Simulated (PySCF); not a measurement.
# IrI₃⁺: relaxation and vibrations of the sextet

Where does sextet IrI₃⁺ go from a PBE minimum start, is the end point a minimum, and what are its modes, charges and moments?

Method: PBE0, basis Ir def2-SVP with ECP60, I def2-SVP with ECP28, scalar-relativistic core potentials, no spin–orbit coupling, density fitting; program: PySCF 2.14.0.

### Step 1. The starting structure

4 atoms, charge 1, spin multiplicity 6.

Bond lengths: Ir1–I2 2.575 Å, Ir1–I3 2.575 Å, Ir1–I4 2.575 Å. Angles: I2–Ir1–I3 114.3°, I2–Ir1–I4 114.3°, I3–Ir1–I4 114.3°.

```xyz
4
charge 1 multiplicity 6
Ir    0.0000    0.0000   -0.4126
I     2.4987    0.0000    0.2111
I    -1.2493    2.1640    0.2111
I    -1.2494   -2.1639    0.2111
```

### Step 2. Finding the electronic state

The steps below are one call of a driver around PySCF. For each, scf.py gives the equivalent set-up of the SCF; relaxations use the driver's own optimiser. After this first run the driver tries any further starts and a stability analysis.

scf.py

```python
from pyscf import gto, scf, dft
mol = gto.M(atom='''
Ir     0.000000     0.000000    -0.412630
I      2.498710    -0.000020     0.211120
I     -1.249330     2.163960     0.211120
I     -1.249380    -2.163930     0.211120''',
    basis={'Ir': 'def2-SVP', 'I': 'def2-SVP'},
    ecp={'Ir': 'def2-SVP', 'I': 'def2-SVP'},
    charge=1, spin=5)
mf = dft.UKS(mol, xc='PBE0')
mf.grids.atom_grid = (50, 194)
aux = {'Ir': 'def2-universal-JKFIT', 'I': 'def2-universal-JKFIT'}
mf = mf.density_fit(auxbasis=aux)
mf.conv_tol = 1e-08
mf.diis_space = 10
mf.max_cycle = 60
mf.init_guess = 'huckel'
mf.verbose = 4
mf.kernel()
```

On the command line:

```sh
> OMP_NUM_THREADS=4 python axn.py task.json out
```

Further steps of the session: Relaxation: PBE minimum start, sextet; Hessian and properties.

**Question.** What will these runs give? Wanted: minimum; geometry; wavenumbers; dipole moment; highest occupied, lowest empty level; polar-tensor charge of Ir1; zero-point energy; ⟨S²⟩.

The runs gave:

```
                                          quantity                                  value
                                           minimum                            sextet, C3v
                                          geometry  Ir–I 2.544 Å (×3); I–Ir–I 115.6° (×3)
                                wavenumbers (cm⁻¹)     47 (e), 49 (a1), 182 (a1), 205 (e)
                    dipole moment (centre of mass)                                 0.27 D
highest occupied, lowest empty level (either spin)                      -11.66, -10.02 eV
                        polar-tensor charge of Ir1                                +0.53 e
                                 zero-point energy                             4.4 kJ/mol
                               entropy at 298.15 K                        422.6 J/(mol K)
                                              ⟨S²⟩                                  8.767
```

The PBE minimum start keeps its C3v symmetry and ends in a minimum. In the infrared the band at 205 cm⁻¹ (e, stretch) leads. The first SCF alone would have been 34 kJ/mol too high. Only this shape and spin were tried, so other structures or states may lie lower. One determinant may miss the lowest occupation of an open d or f shell. With an element this heavy the missing spin–orbit coupling can shift these numbers.
